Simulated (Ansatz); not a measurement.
**CH₄O₂Sn: small, medium and large basis sets**

The task here is to estimate one member of a computed series from the others.

Computed with Ansatz 0.2.0, Gaussian basis. Level: one geometry, several basis sets.

The runs, in order: PBE0-D4/def2-SVP; ωB97M-V/def2-SVP; PBE0-D4/def2-QZVPP; ωB97M-V/def2-QZVPP; the functionals' def2-TZVPP values are taken from earlier runs.

1 further run of the same task is left out (for a known fault of the program).

## The geometry

An earlier PBE0-D4 in a triple-zeta def2 set relaxation fixed the geometry. Sn takes the def2 core potential; no spin-orbit term is included.

8 atoms, charge 0, spin multiplicity 1.

Atoms are counted from 1 here; the program's logs count them from 0.

Bond lengths: O1–Sn2 2.022 Å, O1–H5 0.960 Å, Sn2–O4 2.454 Å, Sn2–H6 1.792 Å, C3–O4 1.209 Å, C3–H7 1.102 Å, C3–H8 1.101 Å. Angles: Sn2–O1–H5 112.1°, O1–Sn2–O4 84.3°, O1–Sn2–H6 93.8°, O4–Sn2–H6 85.1°, O4–C3–H7 120.5°, O4–C3–H8 119.6°, H7–C3–H8 119.9°, Sn2–O4–C3 117.9°.

Set-up of the first run:

File in.yaml:

```yaml
crystal:
  periodic: [false, false, false]
  atoms:
    - {symbol: O, position_ang: [-1.596472, 0.280609, -0.459976]}
    - {symbol: Sn, position_ang: [-0.842057, 1.221401, 1.162990]}
    - {symbol: C, position_ang: [0.949684, -1.194674, 0.064438]}
    - {symbol: O, position_ang: [1.078697, -0.268650, 0.830937]}
    - {symbol: H, position_ang: [-1.384292, 0.741278, -1.275073]}
    - {symbol: H, position_ang: [0.097297, 2.398672, 0.191314]}
    - {symbol: H, position_ang: [0.017137, -1.319753, -0.508628]}
    - {symbol: H, position_ang: [1.772207, -1.915884, -0.061602]}
basis:
  gaussian: {orbitals: def2-SVP}
hamiltonian: {xc: pbe0, dispersion: d4}
output: {orbitals: {seedname: orbitals}}
```

Launch:

```console
ansatz run in.yaml --threads 2 --pin off --events-out ev --progress --plain --max-ram 4352MiB
```

Steps of the session up to this table: PBE0-D4 in def2-SVP; ωB97M-V in def2-SVP; PBE0-D4 in def2-QZVPP; ωB97M-V in def2-QZVPP.

One table of the session follows, with a row left open; its other results are not shown here.

It belongs to the step «Density functionals: the series». 

```
functional       basis  HOMO (eV)  LUMO (eV)
   PBE0-D4    def2-SVP      -6.09      -2.05
   PBE0-D4  def2-TZVPP      -6.20      -2.23
   PBE0-D4  def2-QZVPP      -6.22      -2.28
   ωB97M-V    def2-SVP          ?          ?
   ωB97M-V  def2-TZVPP      -8.28       0.11
   ωB97M-V  def2-QZVPP      -8.30       0.00
```

Estimate the missing values for ωB97M-V, def2-SVP.

The run gave: HOMO (eV): -8.12; LUMO (eV): 0.41. In the column «HOMO (eV)» it lies between ωB97M-V, def2-TZVPP (-8.28) and PBE0-D4, def2-QZVPP (-6.22).
